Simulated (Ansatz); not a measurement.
# CH2FTe− (SMILES F[CH-][TeH]): functionals against CCSD(T) at one geometry

One table from this session's results is given with a row withheld; the runs are named, their logs left out.

Computed with Ansatz 0.2.0, Gaussian basis. Level: single points in def2-TZVPPD.

Correlated methods freeze the cores. Filled d shells of the heavier atoms are correlated. Core potentials replace the inner electrons past krypton, and spin-orbit coupling is left out.

### Starting geometry

SMILES `F[CH-][TeH]`, 5 atoms, charge -1, spin multiplicity 1.

Atoms are counted from 1 here; the program's logs count them from 0.

Bond lengths: F1–C2 1.423 Å, C2–Te3 1.985 Å, C2–H4 1.335 Å, Te3–H5 1.906 Å. Angles: F1–C2–Te3 109.1°, F1–C2–H4 83.5°, Te3–C2–H4 106.8°, C2–Te3–H5 93.7°.

Coordinates:

```
F    -1.3564   -0.5267    0.7576
C    -0.3480   -0.5584   -0.2465
Te    1.1777    0.5737    0.3277
H    -0.1223   -1.7843    0.2328
H     0.7358    1.9908   -0.8686
```

The first run:

Input file run/in.yaml:

```yaml
crystal:
  periodic: [false, false, false]
  atoms:
    - {symbol: F, position_ang: [-1.356400, -0.526700, 0.757600]}
    - {symbol: C, position_ang: [-0.348000, -0.558400, -0.246500]}
    - {symbol: Te, position_ang: [1.177700, 0.573700, 0.327700]}
    - {symbol: H, position_ang: [-0.122300, -1.784300, 0.232800]}
    - {symbol: H, position_ang: [0.735800, 1.990800, -0.868600]}
basis:
  gaussian: {orbitals: "def2-TZVPPD.json"}
total_charge: -1
correlation: {method: ccsd_t}
output: {forces: true}
```

The basis file named in the input lies beside it (Basis Set Exchange, JSON).

No record of the launch command was kept for these runs.

Steps of the session up to this table: CCSD(T)/def2-TZVPPD; PBE0-D4/def2-TZVPPD; wB97M-V/def2-TZVPPD; r2SCAN-D4/def2-TZVPPD; PBE-D4/def2-TZVPPD; HSE06-D4/def2-TZVPPD; BHLYP-D4/def2-TZVPPD.

One table of the session follows, with a row left open; its other results are not shown here.

```
   method  RMS force component (eV/Å)  angle to CCSD(T) forces (°)
  CCSD(T)                       2.152                    reference
  PBE0-D4                       2.119                          4.5
  wB97M-V                       2.154                          3.0
r2SCAN-D4                       2.112                          2.3
   PBE-D4                       2.044                          4.4
 HSE06-D4                           ?                            ?
 BHLYP-D4                       2.251                          6.7
```

**Question.** Estimate the row for HSE06-D4.

The run gave: RMS force component (eV/Å): 2.117; angle to CCSD(T) forces (°): 4.6. In the column «RMS force component (eV/Å)» it lies between r2SCAN-D4 (2.112) and PBE0-D4 (2.119).
